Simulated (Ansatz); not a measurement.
# H₂LiSeSi radical (SMILES [Li][Se][SiH2]): energies and forces away from the minimum, part 2 of 2

Ansatz 0.2.0, Gaussian basis. Earlier steps stand in the parts before.

## 4. Structure 3, width 0.04 Å

pbe-tzvpp/in.yaml

```yaml
crystal:
  periodic: [false, false, false]
  atoms:
    - {symbol: Li, position_ang: [-0.997625, -1.189916, 0.883336]}
    - {symbol: Se, position_ang: [1.295087, -0.856254, 1.069014]}
    - {symbol: Si, position_ang: [0.391227, 0.260216, -0.664623]}
    - {symbol: H, position_ang: [-1.144521, -0.091380, -0.638003]}
    - {symbol: H, position_ang: [0.426297, 1.735097, -0.517772]}
basis:
  gaussian: {orbitals: def2-TZVPP}
magnetization: {spin_polarized: true, initial_magnetization: 1}
hamiltonian: {xc: pbe, dispersion: d4}
output: {forces: true}
```

r2scan-tzvpp/in.yaml differs from pbe-tzvpp/in.yaml so:

```diff
-hamiltonian: {xc: pbe, dispersion: d4}
+hamiltonian: {xc: r2scan, dispersion: d4}
```

pbe0-tzvpp/in.yaml:

```diff
-hamiltonian: {xc: pbe, dispersion: d4}
-output: {forces: true}
+hamiltonian: {xc: pbe0, dispersion: d4}
+output: {forces: true, orbitals: {seedname: orbitals}}
```

wb97mv-tzvpp/in.yaml:

```diff
-hamiltonian: {xc: pbe, dispersion: d4}
+hamiltonian: {xc: {name: wB97M-V}}
```

ccsdt-tzvpp/in.yaml:

```diff
-hamiltonian: {xc: pbe, dispersion: d4}
+correlation: {method: ccsd_t}
+scf: {omitted_lower_state_checks: [cluster_reference]}
```

Each run has its own folder and the same command.

On the command line:

```sh
$ ansatz run in.yaml --threads 2 --pin off --events-out ev --progress --plain --max-ram 4352MiB
```

pbe-tzvpp printed, cut to the lines that bear on the results:

```text
Functional definition: PBE
  name "PBE"
  cite "Perdew, Burke & Ernzerhof, Phys. Rev. Lett. 77, 3865 (1996) doi:10.1103/PhysRevLett.77.3865"
  parent pbe
[...]
938 factors; their error is unknown
[...]
mean field -73451.05001621 eV, -2699.2763011860 hartree, gradient 1.5e-5 eV, S^2 0.753500; 0 other end points of the search recorded, 0 dependent functions left out
[...]
reference -73451.05005802 eV, -2699.2763027224 hartree; 27, 26 occupied and 110, 111 virtual orbitals, 938 factors
Total energy: -73451.15727155 eV, -2699.2802427469 hartree
Atom 0 at    -0.997625    -1.189916     0.883336 Å, force    -0.103086    -0.043859     0.014597 eV/Å
Atom 1 at     1.295087    -0.856254     1.069014 Å, force    -0.066197     0.113442    -0.204060 eV/Å
Atom 2 at     0.391227     0.260216    -0.664623 Å, force     0.158254    -0.569535     0.134312 eV/Å
Atom 3 at    -1.144521    -0.091380    -0.638003 Å, force     0.104504     0.084158     0.052519 eV/Å
Atom 4 at     0.426297     1.735097    -0.517772 Å, force    -0.093476     0.415795     0.002632 eV/Å
Dipole moment:    -1.032371    -0.298070     0.150667 e Å
```

r2scan-tzvpp printed, cut to the lines that bear on the results:

```text
[... 5 set-up lines as earlier in the session ...]
[...]
938 factors; their error is unknown
[...]
mean field -73464.53017501 eV, -2699.7716878845 hartree, gradient 3.1e-5 eV, S^2 0.757065; 0 other end points of the search recorded, 0 dependent functions left out
[...]
reference -73464.53019284 eV, -2699.7716885398 hartree; 27, 26 occupied and 110, 111 virtual orbitals, 938 factors
Total energy: -73464.55187466 eV, -2699.7724853320 hartree
Atom 0 at    -0.997625    -1.189916     0.883336 Å, force    -0.112466    -0.083662     0.057965 eV/Å
Atom 1 at     1.295087    -0.856254     1.069014 Å, force    -0.185249     0.242359    -0.446509 eV/Å
Atom 2 at     0.391227     0.260216    -0.664623 Å, force     0.096595    -0.518088     0.435957 eV/Å
Atom 3 at    -1.144521    -0.091380    -0.638003 Å, force     0.294640     0.139714     0.009797 eV/Å
Atom 4 at     0.426297     1.735097    -0.517772 Å, force    -0.093519     0.219676    -0.057209 eV/Å
Dipole moment:    -1.095230    -0.292204     0.118288 e Å
```

Output in pbe0-tzvpp, cut to the lines that bear on the results:

```text
[... 5 set-up lines as earlier in the session ...]
[...]
966 factors; their error is unknown
[...]
mean field -73454.04431223 eV, -2699.3863395351 hartree, gradient 1.1e-5 eV, S^2 0.756063; 0 other end points of the search recorded, 0 dependent functions left out
[...]
reference -73454.04434360 eV, -2699.3863406877 hartree; 27, 26 occupied and 110, 111 virtual orbitals, 966 factors
Total energy: -73454.13438975 eV, -2699.3896498228 hartree
Atom 0 at    -0.997625    -1.189916     0.883336 Å, force    -0.047354    -0.050440     0.038002 eV/Å
Atom 1 at     1.295087    -0.856254     1.069014 Å, force    -0.263407     0.253834    -0.475292 eV/Å
Atom 2 at     0.391227     0.260216    -0.664623 Å, force     0.125765    -0.552440     0.446902 eV/Å
Atom 3 at    -1.144521    -0.091380    -0.638003 Å, force     0.277356     0.116315     0.034009 eV/Å
Atom 4 at     0.426297     1.735097    -0.517772 Å, force    -0.092361     0.232731    -0.043620 eV/Å
Dipole moment:    -1.081406    -0.284031     0.113580 e Å
```

Output in wb97mv-tzvpp, cut to the lines that bear on the results:

```text
[... 5 set-up lines as earlier in the session ...]
  # Of w^i u^j: cxij and so on, Table III.
[...]
  gx(w, u) = 1 - cx + cx01*u + cx10*w
  gss(w, u) = css00 + css04*u^4 + css10*w + css20*w^2 + css43*w^4*u^3
  gos(w, u) = cos00 + cos10*w + (cos20 + cos21*u)*w^2 + (cos60 + cos61*u)*w^6
[...]
      + integral(e_c_pw_mod_opposite_spin*gos(b97_w_opposite, b97_u_opposite)) + vv10(b, c)
949 factors; their error is unknown
218 factors; integrals over basis functions are off by at most 2.4e-5 eV
[...]
mean field -73460.91301328 eV, -2699.6387596428 hartree, gradient 5.9e-5 eV, S^2 0.755081; 0 other end points of the search recorded, 0 dependent functions left out
[...]
reference -73460.91306334 eV, -2699.6387614824 hartree; 27, 26 occupied and 110, 111 virtual orbitals, 949 factors
Total energy: -73460.91306334 eV, -2699.6387614824 hartree
Atom 0 at    -0.997625    -1.189916     0.883336 Å, force    -0.080012    -0.079605     0.074121 eV/Å
Atom 1 at     1.295087    -0.856254     1.069014 Å, force    -0.304581     0.292377    -0.527499 eV/Å
Atom 2 at     0.391227     0.260216    -0.664623 Å, force     0.110310    -0.441089     0.446847 eV/Å
Atom 3 at    -1.144521    -0.091380    -0.638003 Å, force     0.382290     0.140352     0.049710 eV/Å
Atom 4 at     0.426297     1.735097    -0.517772 Å, force    -0.108006     0.087964    -0.043179 eV/Å
Dipole moment:    -1.083196    -0.285902     0.087606 e Å
```

Output in ccsdt-tzvpp, cut to the lines that bear on the results:

```text
[... 4 set-up lines as earlier in the session ...]
[...]
869 factors; integrals over basis functions are off by at most 1.4e-3 eV
[...]
mean field -73401.17571493 eV, -2697.4434544198 hartree, gradient 1.9e-6 eV, S^2 0.764201; 0 other end points of the search recorded, 0 dependent functions left out
14 core orbitals not correlated: weight in the atoms' cores, before any rotation towards them, 1.000 or more for the frozen orbitals, at most 0.000 for the correlated occupied ones
reference -73401.17571493 eV, -2697.4434544198 hartree; 13, 12 occupied and 110, 111 virtual orbitals, 869 factors
second order -11.40258509 eV of doubles, -0.00000000 eV of singles
cycle   1  -11.72623343 eV  change   -3.2e-1 eV  update   8.3e-2
[...]
cycle  16  -12.13497621 eV  change   -9.8e-7 eV  update   8.6e-7
perturbative correction -0.46990603 eV, -0.0172687280 hartree
[...]
working
[...]
Total energy: -73413.78059717 eV, -2697.9066752981 hartree
Atom 0 at    -0.997625    -1.189916     0.883336 Å, force    -0.170139    -0.100362     0.063160 eV/Å
Atom 1 at     1.295087    -0.856254     1.069014 Å, force    -0.145104     0.215499    -0.415430 eV/Å
Atom 2 at     0.391227     0.260216    -0.664623 Å, force     0.029145    -0.382122     0.398440 eV/Å
Atom 3 at    -1.144521    -0.091380    -0.638003 Å, force     0.380903     0.132768     0.034299 eV/Å
Atom 4 at     0.426297     1.735097    -0.517772 Å, force    -0.094805     0.134217    -0.080469 eV/Å
Dipole moment:    -1.105657    -0.297304     0.119869 e Å
Checks for a lower state left out: cluster_reference
```

Times: 1.1 s (pbe-tzvpp), 2.1 s (r2scan-tzvpp), 1.4 s (pbe0-tzvpp), 5.5 s (wb97mv-tzvpp), 1.9 min (ccsdt-tzvpp) on 2 threads of AMD EPYC 9R45, shared host; peak memory 2.9 GiB.

| method | RMS force component (eV/Å) | RMS error against CCSD(T) (eV/Å) | angle to CCSD(T) forces (°) | dipole (D) |
| --- | --- | --- | --- | --- |
| PBE-D4 | 0.207 | 0.155 | 41.2 | 5.21 |
| r2SCAN-D4 | 0.252 | 0.056 | 12.3 | 5.47 |
| PBE0-D4 | 0.264 | 0.082 | 17.3 | 5.40 |
| wB97M-V | 0.267 | 0.068 | 13.0 | 5.40 |
| CCSD(T) | 0.229 | reference | reference | 5.53 |

## 5. Structure 4, width 0.04 Å

pbe-tzvpp/in.yaml

```yaml
crystal:
  periodic: [false, false, false]
  atoms:
    - {symbol: Li, position_ang: [-1.036315, -1.205220, 0.828228]}
    - {symbol: Se, position_ang: [1.315108, -0.726223, 1.065472]}
    - {symbol: Si, position_ang: [0.405310, 0.263054, -0.647319]}
    - {symbol: H, position_ang: [-1.060007, -0.047817, -0.663456]}
    - {symbol: H, position_ang: [0.416499, 1.823123, -0.585871]}
basis:
  gaussian: {orbitals: def2-TZVPP}
magnetization: {spin_polarized: true, initial_magnetization: 1}
hamiltonian: {xc: pbe, dispersion: d4}
output: {forces: true}
```

r2scan-tzvpp/in.yaml, as changes to pbe-tzvpp/in.yaml:

```diff
-hamiltonian: {xc: pbe, dispersion: d4}
+hamiltonian: {xc: r2scan, dispersion: d4}
```

pbe0-tzvpp/in.yaml:

```diff
-hamiltonian: {xc: pbe, dispersion: d4}
-output: {forces: true}
+hamiltonian: {xc: pbe0, dispersion: d4}
+output: {forces: true, orbitals: {seedname: orbitals}}
```

wb97mv-tzvpp/in.yaml:

```diff
-hamiltonian: {xc: pbe, dispersion: d4}
+hamiltonian: {xc: {name: wB97M-V}}
```

ccsdt-tzvpp/in.yaml:

```diff
-hamiltonian: {xc: pbe, dispersion: d4}
+correlation: {method: ccsd_t}
+scf: {omitted_lower_state_checks: [cluster_reference]}
```

Each run has its own folder and the same command.

On the command line:

```sh
$ ansatz run in.yaml --threads 2 --pin off --events-out ev --progress --plain --max-ram 4352MiB
```

Output in pbe-tzvpp, cut to the lines that bear on the results:

```text
[... 4 set-up lines as earlier in the session ...]
[...]
938 factors; their error is unknown
[...]
mean field -73450.97278486 eV, -2699.2734629862 hartree, gradient 1.5e-5 eV, S^2 0.753358; 0 other end points of the search recorded, 0 dependent functions left out
[...]
reference -73450.97282713 eV, -2699.2734645396 hartree; 27, 26 occupied and 110, 111 virtual orbitals, 938 factors
Total energy: -73451.08020483 eV, -2699.2774105970 hartree
Atom 0 at    -1.036315    -1.205220     0.828228 Å, force     0.245311     0.064023     0.047582 eV/Å
Atom 1 at     1.315108    -0.726223     1.065472 Å, force     0.003500    -0.514097     0.619007 eV/Å
Atom 2 at     0.405310     0.263054    -0.647319 Å, force     0.757752     1.405928    -0.669567 eV/Å
Atom 3 at    -1.060007    -0.047817    -0.663456 Å, force    -0.925699    -0.249703     0.079022 eV/Å
Atom 4 at     0.416499     1.823123    -0.585871 Å, force    -0.080865    -0.706151    -0.076044 eV/Å
Dipole moment:    -1.101222    -0.430285     0.169558 e Å
```

r2scan-tzvpp printed, cut to the lines that bear on the results:

```text
[... 5 set-up lines as earlier in the session ...]
[...]
938 factors; their error is unknown
[...]
mean field -73464.47496374 eV, -2699.7696589077 hartree, gradient 2.4e-5 eV, S^2 0.756762; 0 other end points of the search recorded, 0 dependent functions left out
[...]
reference -73464.47498217 eV, -2699.7696595851 hartree; 27, 26 occupied and 110, 111 virtual orbitals, 938 factors
Total energy: -73464.49667462 eV, -2699.7704567678 hartree
Atom 0 at    -1.036315    -1.205220     0.828228 Å, force     0.236142     0.025310     0.089455 eV/Å
Atom 1 at     1.315108    -0.726223     1.065472 Å, force    -0.127026    -0.399311     0.375299 eV/Å
Atom 2 at     0.405310     0.263054    -0.647319 Å, force     0.709762     1.487469    -0.398584 eV/Å
Atom 3 at    -1.060007    -0.047817    -0.663456 Å, force    -0.741626    -0.204004     0.049885 eV/Å
Atom 4 at     0.416499     1.823123    -0.585871 Å, force    -0.077252    -0.909464    -0.116056 eV/Å
Dipole moment:    -1.165620    -0.434877     0.142140 e Å
```

Log of pbe0-tzvpp, cut to the lines that bear on the results:

```text
[... 5 set-up lines as earlier in the session ...]
[...]
966 factors; their error is unknown
[...]
mean field -73453.98314153 eV, -2699.3840915530 hartree, gradient 2.9e-5 eV, S^2 0.755705; 0 other end points of the search recorded, 0 dependent functions left out
[...]
reference -73453.98317326 eV, -2699.3840927192 hartree; 27, 26 occupied and 110, 111 virtual orbitals, 966 factors
Total energy: -73454.07331101 eV, -2699.3874052206 hartree
Atom 0 at    -1.036315    -1.205220     0.828228 Å, force     0.300194     0.062935     0.070095 eV/Å
Atom 1 at     1.315108    -0.726223     1.065472 Å, force    -0.198307    -0.395505     0.353320 eV/Å
Atom 2 at     0.405310     0.263054    -0.647319 Å, force     0.744981     1.474151    -0.393756 eV/Å
Atom 3 at    -1.060007    -0.047817    -0.663456 Å, force    -0.771536    -0.230997     0.073792 eV/Å
Atom 4 at     0.416499     1.823123    -0.585871 Å, force    -0.075333    -0.910583    -0.103451 eV/Å
Dipole moment:    -1.151590    -0.424738     0.137393 e Å
```

wb97mv-tzvpp printed, cut to the lines that bear on the results:

```text
[... 5 set-up lines as earlier in the session ...]
  # Of w^i u^j: cxij and so on, Table III.
[...]
  gx(w, u) = 1 - cx + cx01*u + cx10*w
  gss(w, u) = css00 + css04*u^4 + css10*w + css20*w^2 + css43*w^4*u^3
  gos(w, u) = cos00 + cos10*w + (cos20 + cos21*u)*w^2 + (cos60 + cos61*u)*w^6
[...]
      + integral(e_c_pw_mod_opposite_spin*gos(b97_w_opposite, b97_u_opposite)) + vv10(b, c)
949 factors; their error is unknown
218 factors; integrals over basis functions are off by at most 2.4e-5 eV
[...]
mean field -73460.85328603 eV, -2699.6365647069 hartree, gradient 3.5e-5 eV, S^2 0.754631; 0 other end points of the search recorded, 0 dependent functions left out
[...]
reference -73460.85333712 eV, -2699.6365665844 hartree; 27, 26 occupied and 110, 111 virtual orbitals, 949 factors
Total energy: -73460.85333712 eV, -2699.6365665844 hartree
Atom 0 at    -1.036315    -1.205220     0.828228 Å, force     0.264273     0.032552     0.104881 eV/Å
Atom 1 at     1.315108    -0.726223     1.065472 Å, force    -0.237431    -0.360656     0.306231 eV/Å
Atom 2 at     0.405310     0.263054    -0.647319 Å, force     0.708972     1.578633    -0.412668 eV/Å
Atom 3 at    -1.060007    -0.047817    -0.663456 Å, force    -0.651600    -0.207980     0.094015 eV/Å
Atom 4 at     0.416499     1.823123    -0.585871 Å, force    -0.084214    -1.042549    -0.092459 eV/Å
Dipole moment:    -1.155929    -0.432865     0.114220 e Å
```

ccsdt-tzvpp printed, cut to the lines that bear on the results:

```text
[... 4 set-up lines as earlier in the session ...]
[...]
871 factors; integrals over basis functions are off by at most 1.3e-3 eV
[...]
mean field -73401.10520834 eV, -2697.4408633504 hartree, gradient 2.6e-6 eV, S^2 0.763792; 0 other end points of the search recorded, 0 dependent functions left out
14 core orbitals not correlated: weight in the atoms' cores, before any rotation towards them, 1.000 or more for the frozen orbitals, at most 0.000 for the correlated occupied ones
reference -73401.10520834 eV, -2697.4408633504 hartree; 13, 12 occupied and 110, 111 virtual orbitals, 871 factors
second order -11.42910564 eV of doubles, -0.00000000 eV of singles
cycle   1  -11.74514908 eV  change   -3.2e-1 eV  update   8.2e-2
[...]
cycle  15  -12.14882829 eV  change    3.2e-6 eV  update   1.4e-6
perturbative correction -0.46727897 eV, -0.0171721855 hartree
[...]
working
[...]
Total energy: -73413.72131560 eV, -2697.9044967407 hartree
Atom 0 at    -1.036315    -1.205220     0.828228 Å, force     0.187830     0.009595     0.093350 eV/Å
Atom 1 at     1.315108    -0.726223     1.065472 Å, force    -0.080220    -0.438203     0.436447 eV/Å
Atom 2 at     0.405310     0.263054    -0.647319 Å, force     0.633159     1.651261    -0.479258 eV/Å
Atom 3 at    -1.060007    -0.047817    -0.663456 Å, force    -0.666523    -0.217497     0.078556 eV/Å
Atom 4 at     0.416499     1.823123    -0.585871 Å, force    -0.074246    -1.005155    -0.129095 eV/Å
Dipole moment:    -1.178292    -0.440787     0.144142 e Å
Checks for a lower state left out: cluster_reference
```

Times: 1.1 s (pbe-tzvpp), 2 s (r2scan-tzvpp), 1.4 s (pbe0-tzvpp), 5 s (wb97mv-tzvpp), 1.9 min (ccsdt-tzvpp) on 2 threads of AMD EPYC 9R45, shared host; peak memory 2.9 GiB.

```csv
method,RMS force component (eV/Å),RMS error against CCSD(T) (eV/Å),angle to CCSD(T) forces (°),dipole (D)
PBE-D4,0.586,0.148,14.3,5.74
r2SCAN-D4,0.560,0.066,5.5,6.01
PBE0-D4,0.566,0.086,8.0,5.93
wB97M-V,0.583,0.070,6.7,5.95
CCSD(T),0.596,reference,reference,6.08
```

## 6. All structures together

Energy above the minimum (kJ/mol):

```csv
structure,width (Å),PBE-D4,r2SCAN-D4,PBE0-D4,wB97M-V,Hartree-Fock,MP2,CCSD,CCSD(T)
1,0.12,14.3,20.6,20.2,23.5,31.0,27.4,25.0,23.3
2,0.04,3.3,2.3,2.3,1.9,1.8,1.2,1.7,1.9
3,0.04,0.7,2.2,2.2,2.6,2.5,3.4,2.6,2.2
4,0.04,8.2,7.6,8.1,8.3,9.4,7.6,8.1,7.9
```

What each level costs and misses (shared host):

| method | mean energy error from CCSD(T) (kJ/mol) | mean time a point |
| --- | --- | --- |
| PBE-D4 | 3.0 | 1.1 s |
| r2SCAN-D4 | 0.9 | 2.1 s |
| PBE0-D4 | 0.9 | 1.4 s |
| wB97M-V | 0.2 | 5.3 s |
| Hartree-Fock | 2.4 | part of the CCSD(T) run |
| MP2 | 1.6 | part of the CCSD(T) run |
| CCSD | 0.6 | part of the CCSD(T) run |
| CCSD(T) | 0 | 1.9 min |

For cost: wB97M-V comes within 0.2 kJ/mol at 5.3 s a point, where CCSD(T) needs 1.9 min.

## 7. Results

What follows sums up all 2 parts.

```
                         quantity                                                                                            value
energy above the minimum, CCSD(T)                                                                       23.3, 1.9, 2.2, 7.9 kJ/mol
                mean energy error  PBE-D4 3.0, r2SCAN-D4 0.9, PBE0-D4 0.9, wB97M-V 0.2, Hartree-Fock 2.4, MP2 1.6, CCSD 0.6 kJ/mol
             mean RMS force error                                 PBE-D4 0.159, r2SCAN-D4 0.064, PBE0-D4 0.087, wB97M-V 0.070 eV/Å
            largest T1 diagnostic                                                                                            0.018
```

In words: wB97M-V gives the best energies and PBE-D4 the worst. For forces r2SCAN-D4 is best, off by 14 % of the typical force, and PBE-D4 worst (34 %); with few structures and a triple-zeta reference, gaps of a few points rank nothing.
